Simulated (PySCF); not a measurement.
# Hg3 (Hg3): the cost of one run

Computed with PySCF 2.14.0. Level: PBE0, Hg def2-SVP with ECP60; scalar-relativistic core potentials, no spin–orbit coupling.

3 further runs of the same task are left out: 1 for a known fault of the program, 2 that didn't finish.

## Step 1: Starting geometry

3 atoms, charge 0, spin multiplicity 1.

No contacts short enough for the rule that draws bonds.

As a file:

```xyz
3
charge 0, multiplicity 1
Hg    2.17685   -0.00002    0.00000
Hg   -1.08841    1.88521    0.00000
Hg   -1.08844   -1.88520    0.00000
```

An earlier session relaxed this geometry at PBE0, Hg def2-SVP with ECP60 (singlet, point group D3h).

Its energy there is -460.532622 Eh.

## Step 2: Multiplicity 3 at the relaxed geometry

File run.py (the lines that set the calculation):

```python
mol = gto.M(atom='''
Hg     2.17685    -0.00002     0.00000
Hg    -1.08841     1.88521     0.00000
Hg    -1.08844    -1.88520     0.00000''',
    basis={'Hg': 'def2-SVP'},
    ecp={'Hg': 'def2-SVP'},
    charge=0, spin=2)
mf = dft.UKS(mol, xc='PBE0')
mf.grids.atom_grid = (50, 194)
mf = mf.density_fit()  # fitting sets: Hg def2-universal-JKFIT
mf.conv_tol = 1e-08; mf.max_cycle = 55
mf.kernel(dm0)  # dm0: free metal ions and neutral atoms
```

On the command line:

```bash
OMP_NUM_THREADS=2 python run.py
```

**Question.** How long does this run take on 2 threads of Arm Neoverse V2, shared host?

About 1.9 s.
